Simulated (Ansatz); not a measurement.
Consider an atomisation energy of CH6GeSe, SMILES [CH3][GeH2][SeH] (the Python package of Ansatz (0.2.0)).

`tae_ch6gese.py`:
```python
"""Energy to split CH6GeSe into its atoms."""

from collections import Counter

import ansatz as az
from ase import Atoms


def single_point(molecule, charge=0, unpaired=0):
    calc = molecule.calculation().basis(gaussian="def2-SVPD").correlation("ccsd_t")
    if charge:
        calc = calc.charge(charge)
    if unpaired:
        calc = calc.spin("collinear", total=unpaired)
    return calc.run().report["free_energy_ev"]


def main() -> None:
    atoms = Atoms(["C", "Ge", "Se", "H", "H", "H", "H", "H", "H"], positions=[
        [-0.8328, 0.5009, -0.6491],
        [0.7444, -0.4086, -0.1935],
        [1.2445, 0.0223, 2.0484],
        [-1.6363, 0.2101, -0.014],
        [-0.7252, 1.6276, -0.5334],
        [-1.1343, 0.3612, -1.7235],
        [1.9349, 0.0816, -1.095],
        [0.5698, -1.91, -0.4006],
        [-0.0766, -0.5313, 2.5435],
    ])
    geometry = az.Crystal.molecule_from_ase(atoms)

    # unpaired electrons of the ground-state atoms
    unpaired = {"C": 2, "Ge": 2, "Se": 2, "H": 1}
    counts = Counter(site.symbol for site in geometry.cartesian_sites)
    atom_energy = {s: single_point(az.Crystal.molecule().atom(s, (0, 0, 0)), 0, unpaired[s]) for s in counts}
    whole = single_point(geometry, 0, 0)
    for s, e in atom_energy.items():
        print(f"{s:2s} x{counts[s]}  {e:14.5f} eV")
    print(f"CH6GeSe: {whole:.5f} eV")
    split = sum(counts[s] * e for s, e in atom_energy.items()) - whole
    print(f"atomisation energy (no zero-point term): {23.060548 * split:.1f} kcal/mol, {split / sum(counts.values()):.3f} eV an atom")


if __name__ == "__main__":
    main()
```

What does it cost to take this molecule apart into atoms?

628.7 kcal/mol from the electronic energies, without the zero-point term.

The run itself:

`python tae_ch6gese.py` gives:
```text
C  x1     -1026.46722 eV
Ge x1    -56470.21797 eV
Se x1    -65300.16373 eV
H  x6       -13.58606 eV
CH6GeSe: -122905.62659 eV
atomisation energy (no zero-point term): 628.7 kcal/mol, 3.029 eV an atom
```

What to keep in mind:
- Total energies depend on the basis set; only differences at equal settings carry meaning.
- The geometry is a force-field or estimated start, not a minimum of this method, and the basis set is short of its limit. All parts are taken at fixed geometry, without zero-point energy.
- In double-zeta sets correlated atomisation energies come out some 10 to 15 % low.
- The spin-orbit lowering of heavy atoms is left out.
- The whole script took 94 s on 1 thread of Arm Neoverse V2, on a shared host, peak memory 1.2 GiB.
